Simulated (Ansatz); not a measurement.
**CH₃FGaI: up Jacob's ladder to CCSD(T)**

One table from this session's results is given with a row withheld; the runs are named, their logs left out.

The runs use Ansatz 0.2.0, Gaussian basis; functionals in def2-TZVPP, the program's frozen cores in correlated methods.

Levels to be run: LDA (SPW92), PBE-D4, revPBE-D4, BLYP-D4, r2SCAN-D4, B97M-V, PBE0-D4, B3LYP-D4, r2SCANh-D4, r2SCAN0-D4, HSE06-D4, BHLYP-D4, CAM-B3LYP-D4, LC-ωPBE, ωB97X-V, ωB97M-V, B2PLYP, PBE-QIDH; CCSD(T)/def2-SVP; CCSD(T)/def2-TZVPP; MP2/def2-QZVPP; extrapolation to the limit; RPA on PBE.

## Structure used throughout

An earlier PBE0-D4 in a triple-zeta def2 set relaxation fixed the geometry. I takes the def2 core potential; no spin-orbit term is included.

SMILES `[CH3][Ga]([F])[I]`, 7 atoms, charge 0, spin multiplicity 1.

Atoms are counted from 1 here; the program's logs count them from 0.

Bond lengths: C1–Ga2 1.945 Å, C1–H5 1.091 Å, C1–H6 1.091 Å, C1–H7 1.090 Å, Ga2–F3 1.754 Å, Ga2–I4 2.475 Å. Angles: Ga2–C1–H5 109.6°, Ga2–C1–H6 109.4°, Ga2–C1–H7 110.0°, H5–C1–H6 108.2°, H5–C1–H7 109.9°, H6–C1–H7 109.6°, C1–Ga2–F3 120.2°, C1–Ga2–I4 127.0°, F3–Ga2–I4 112.7°.

The first run:

File in.yaml:

```yaml
crystal:
  periodic: [false, false, false]
  atoms:
    - {symbol: C, position_ang: [-0.199894, 0.911720, 0.405605]}
    - {symbol: Ga, position_ang: [0.309832, -0.793682, -0.378796]}
    - {symbol: F, position_ang: [1.985639, -1.113765, -0.783926]}
    - {symbol: I, position_ang: [-1.183114, -2.694338, -0.911914]}
    - {symbol: H, position_ang: [-0.984658, 1.371854, -0.196177]}
    - {symbol: H, position_ang: [-0.592655, 0.745533, 1.409980]}
    - {symbol: H, position_ang: [0.664841, 1.572679, 0.455217]}
basis:
  gaussian: {orbitals: def2-TZVPP}
hamiltonian: {xc: lda}
output: {orbitals: {seedname: orbitals}}
```

On the command line:

```console
ansatz run in.yaml --threads 4 --pin off --events-out ev --progress --plain --max-ram 10444MiB
```

Among the steps run: LDA; PBE-D4 (GGA); revPBE-D4 (GGA); BLYP-D4 (GGA); r2SCAN-D4 (meta-GGA); B97M-V (meta-GGA); B3LYP-D4 (hybrid); r2SCANh-D4 (hybrid); r2SCAN0-D4 (hybrid); HSE06-D4 (hybrid); BHLYP-D4 (hybrid); CAM-B3LYP-D4 (range-separated); LC-ωPBE (range-separated); ωB97X-V (range-separated); ωB97M-V (range-separated); B2PLYP (double hybrid); PBE-QIDH (double hybrid).

One of the session's tables, all rows but one given; the rest of the session is left out.

It belongs to the step «Frontier levels by functional». 

```
  functional  HOMO (eV)  gap (eV)
 LDA (SPW92)          ?         ?
      PBE-D4      -6.65      4.69
   revPBE-D4      -6.59      4.76
     BLYP-D4      -6.46      4.57
   r2SCAN-D4      -6.95      5.23
      B97M-V      -6.94      5.09
     PBE0-D4      -7.81      6.62
    B3LYP-D4      -7.55      6.10
  r2SCANh-D4      -7.38      5.93
  r2SCAN0-D4      -8.01      6.96
    HSE06-D4      -7.41      5.86
    BHLYP-D4      -8.78      8.34
CAM-B3LYP-D4      -9.06      8.77
     LC-ωPBE     -10.41     11.29
     ωB97X-V     -10.07     10.80
     ωB97M-V      -9.94     10.46
```

Q: Estimate the row for LDA (SPW92) from the others.

**Answer.** HOMO (eV): -6.82; gap (eV): 4.57. In the column «HOMO (eV)» it lies between B97M-V (-6.94) and PBE-D4 (-6.65).
